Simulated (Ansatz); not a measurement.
**FH₃S₂Si: how energies converge with the basis set**

The task here is to estimate one member of a computed series from the others.

Program: Ansatz 0.2.0, Gaussian basis. Level of theory: one geometry, several basis sets. These are calculated values, not measurements.

Plan: PBE0-D4/def2-SVP; ωB97M-V/def2-SVP; PBE0-D4/def2-QZVPP; ωB97M-V/def2-QZVPP; the functionals' def2-TZVPP values are taken from earlier runs.

**The relaxed structure**

An earlier PBE0-D4 in a triple-zeta def2 set relaxation fixed the geometry.

SMILES `F[SiH2]SS`, 7 atoms, charge 0, spin multiplicity 1.

Atoms are counted from 1 here; the program's logs count them from 0.

Bond lengths: F1–Si2 1.599 Å, Si2–S3 2.134 Å, Si2–H5 1.477 Å, Si2–H6 1.480 Å, S3–S4 2.068 Å, S4–H7 1.347 Å. Angles: F1–Si2–S3 108.3°, F1–Si2–H5 108.4°, F1–Si2–H6 108.1°, S3–Si2–H5 110.0°, S3–Si2–H6 109.6°, H5–Si2–H6 112.4°, Si2–S3–S4 87.9°, S3–S4–H7 98.2°.

The first run:

File in.yaml:

```yaml
crystal:
  periodic: [false, false, false]
  atoms:
    - {symbol: F, position_ang: [-2.082191, 1.212963, -0.054059]}
    - {symbol: Si, position_ang: [-0.581201, 0.684641, 0.098609]}
    - {symbol: S, position_ang: [-0.319643, -0.977366, -1.213952]}
    - {symbol: S, position_ang: [1.640379, -1.085650, -0.564611]}
    - {symbol: H, position_ang: [0.337714, 1.777348, -0.280756]}
    - {symbol: H, position_ang: [-0.387259, 0.246463, 1.498371]}
    - {symbol: H, position_ang: [1.453499, -1.926397, 0.470697]}
basis:
  gaussian: {orbitals: def2-SVP}
hamiltonian: {xc: pbe0, dispersion: d4}
output: {orbitals: {seedname: orbitals}}
```

On the command line:

```
> ansatz run in.yaml --threads 2 --pin off --events-out ev --progress --plain --max-ram 4352MiB
```

Among the steps run: PBE0-D4 in def2-SVP; ωB97M-V in def2-SVP; PBE0-D4 in def2-QZVPP; ωB97M-V in def2-QZVPP.

One table of the session follows, with a row left open; its other results are not shown here.

```
functional       basis  HOMO (eV)
   PBE0-D4    def2-SVP      -7.70
   PBE0-D4  def2-TZVPP      -7.72
   PBE0-D4  def2-QZVPP      -7.74
   ωB97M-V    def2-SVP      -9.79
   ωB97M-V  def2-TZVPP          ?
   ωB97M-V  def2-QZVPP      -9.88
```

Estimate the missing values for ωB97M-V, def2-TZVPP.

The run gave: HOMO (eV): -9.85. In the column «HOMO (eV)» it lies between ωB97M-V, def2-QZVPP (-9.88) and ωB97M-V, def2-SVP (-9.79).
